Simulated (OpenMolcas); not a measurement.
**MN15/aug-cc-pVTZ (RICD fitting) run of SiH2Br2 (dibromosilane)**

Aim: the vertical electron affinity of SiH2Br2 (dibromosilane) at MN15/aug-cc-pVTZ (RICD fitting), from 2 runs. 

The calculation is run with OpenMolcas 26.06.

### Step 1. The structure to begin with

The species is SiH2Br2 (5 atoms), meant as a singlet with charge 0. As SMILES, `Br[SiH2]Br`. The coordinates come from a GFN2-xTB relaxation.

Bond lengths: Br1–Si2 2.208 Å, Si2–Br3 2.211 Å, Si2–H4 1.446 Å, Si2–H5 1.446 Å. Angles: Br1–Si2–Br3 108.0°, Br1–Si2–H4 108.0°, Br1–Si2–H5 108.0°, Br3–Si2–H4 107.8°, Br3–Si2–H5 107.8°, H4–Si2–H5 116.9°.

### Step 2. Energy and gradient at MN15/aug-cc-pVTZ (RICD fitting)

The input, job.inp:

```
* Br2H2Si Kohn-Sham DFT

&GATEWAY
  BasLib = $CurrDir
  Coord
  5
  bohr
  Br    -3.14406963    -2.29499679     0.66208445
  Si     0.37235164    -0.11136156     0.12989977
  Br    -0.58254587     3.38404595    -1.94942257
  H      2.05333861    -1.58718097    -1.43995241
  H      1.30092526     0.60949337     2.59739076
  Basis = aug-cc-pVTZ
  Group = NoSym
  RICD

&SEWARD

&SCF
  KSDFT = 2
  1.0 HYB_MGGA_X_MN15
  1.0 MGGA_C_MN15
  PrOrbitals = 0

&ALASKA
```

The basis set aug-cc-pVTZ is read from a file made from the Basis Set Exchange's data (not shown).

Started as:

```sh
export MOLCAS_MEM=1860
pymolcas job.inp > job.log
```

Log:

```text
--- Start Module: gateway ---
[...]
--- Stop Module: gateway /rc=_RC_ALL_IS_WELL_ ---
[...]
      Basis functions          214
[...]
--- Start Module: scf ---
[...]
       Convergence after  11 Iterations
[...]
::    Total KS-DFT energy                           -5439.7395377373
[...]
      Total spin, S                                     0.0000000000
[...]
      Total electronic charge=   86.000000
      Total            charge=   -0.000000
[...]
      Dipole Moment (debye):
      Origin of the operator (angstrom)=   -0.7897    0.2306   -0.2727
                   X=  1.2190E+00               Y= -3.7266E-01               Z=  4.2973E-01           Total=  1.3452E+00
      Quadrupole Moment (debye*angstrom):
[...]
--- Stop Module: scf /rc=_RC_ALL_IS_WELL_ ---
[...]
--- Start Module: alaska ---
[...]
 *              Molecular gradients               *
 **************************************************
  Irreducible representation: a
 ------------------------------------------------------------------------------------------
                              X                       Y                       Z
 ------------------------------------------------------------------------------------------
  BR1              -2.81706964964457E-03   -1.34410809096153E-05   -5.21440002401619E-04
  SI2               1.36001571287530E-02   -4.56239704054262E-03    4.93244335783061E-03
  BR3              -2.20576361049152E-03    1.89892740318243E-03   -1.43938011788691E-03
  H4               -4.57679573734282E-03    2.11644179253767E-03   -6.35135031497036E-05
  H5               -4.00052813110108E-03    5.60468926277480E-04   -2.90810973462818E-03
 ------------------------------------------------------------------------------------------
--- Stop Module: alaska /rc=_RC_ALL_IS_WELL_ ---
[...]
```

Wall time 78 s (1 thread of Arm Neoverse V1, shared host); peak memory 0.94 GiB.

### Step 3. The doublet anion at the same level

The input, job.input:

```
&gateway
  baslib=$CurrDir
  coord
  5
  bohr
  Br    -3.14406963    -2.29499679     0.66208445
  Si     0.37235164    -0.11136156     0.12989977
  Br    -0.58254587     3.38404595    -1.94942257
  H      2.05333861    -1.58718097    -1.43995241
  H      1.30092526     0.60949337     2.59739076
  basis=aug-cc-pVTZ
  group=NoSym
  ricd

&seward

&scf
  uhf
  charge=-1
  spin=2
  ksdft=2
  1.0 HYB_MGGA_X_MN15
  1.0 MGGA_C_MN15
  prorbitals=0

&alaska
```

The basis set aug-cc-pVTZ is read from a file made from the Basis Set Exchange's data (not shown).

Started as:

```sh
export MOLCAS_MEM=1860
pymolcas job.input > job.log
```

Log:

```text
--- Start Module: gateway ---
[...]
--- Stop Module: gateway /rc=_RC_ALL_IS_WELL_ ---
[...]
      Basis functions          214
[...]
--- Start Module: scf ---
[...]
       Convergence after  53 Iterations
[...]
::    Total KS-DFT energy                           -5439.7177962826
[...]
      Total spin, S                                     0.5013034387
[...]
      Total electronic charge=   87.000000
      Total            charge=   -1.000000
[...]
      Dipole Moment (debye):
      Origin of the operator (angstrom)=   -0.7897    0.2306   -0.2727
                   X= -2.9392E+00               Y=  7.5776E-01               Z= -9.6046E-01           Total=  3.1836E+00
      Center of Charge (angstrom)
[...]
--- Stop Module: scf /rc=_RC_ALL_IS_WELL_ ---
[...]
--- Start Module: alaska ---
[...]
 *              Molecular gradients               *
 **************************************************
  Irreducible representation: a
 ------------------------------------------------------------------------------------------
                              X                       Y                       Z
 ------------------------------------------------------------------------------------------
  BR1              -2.31307658996869E-02   -8.24372496104075E-03    1.68933493380763E-04
  SI2              -9.87364736609919E-03    3.51737476268532E-03   -3.81208520642851E-03
  BR3              -1.07323556213303E-02    1.71539583915532E-02   -1.13261627553953E-02
  H4                2.91181092056494E-02   -2.74175121288511E-02   -3.14860153581602E-02
  H5                1.46186596818616E-02    1.49899039358907E-02    4.64553298268280E-02
 ------------------------------------------------------------------------------------------
--- Stop Module: alaska /rc=_RC_ALL_IS_WELL_ ---
[...]
```

Wall time 7.3 min (1 thread of Arm Neoverse V1, shared host); peak memory 0.95 GiB.

### Step 4. What came out

At MN15/aug-cc-pVTZ (RICD fitting):

```
                                         quantity           value
                    singlet SiH2Br2: total energy  -5439.73954 Eh
                   singlet SiH2Br2: dipole moment          1.35 D
                     singlet SiH2Br2: HOMO energy        -9.24 eV
                     singlet SiH2Br2: LUMO energy        -0.10 eV
                   singlet SiH2Br2: HOMO–LUMO gap         9.15 eV
        singlet SiH2Br2: largest force on an atom      0.780 eV/Å
                      doublet anion: total energy  -5439.71780 Eh
doublet anion: HOMO energy (highest over α and β)         1.41 eV
 doublet anion: LUMO energy (lowest over α and β)         2.97 eV
                              doublet anion: ⟨S²⟩           0.753
vertical electron affinity (to the doublet anion)       -0.592 eV
```

What this shows: This program's gradients are faulty for this kind of reference, so any forces in the log (doublet anion) can't be trusted; the energy can. The anion lies 0.59 eV (13.6 kcal/mol) above the neutral: the electron isn't bound at this level, and such a value depends on the basis. The largest force (singlet SiH2Br2) is 0.78 eV/Å: the shape isn't a stationary point for this species at this level. Mulliken charges (singlet SiH2Br2) run from -0.25 on H5 to +0.79 on Si2; in a basis this large or diffuse they mean little. The HOMO (doublet anion) lies at positive energy, 1.41 eV; only total energies tell whether the electron is bound.
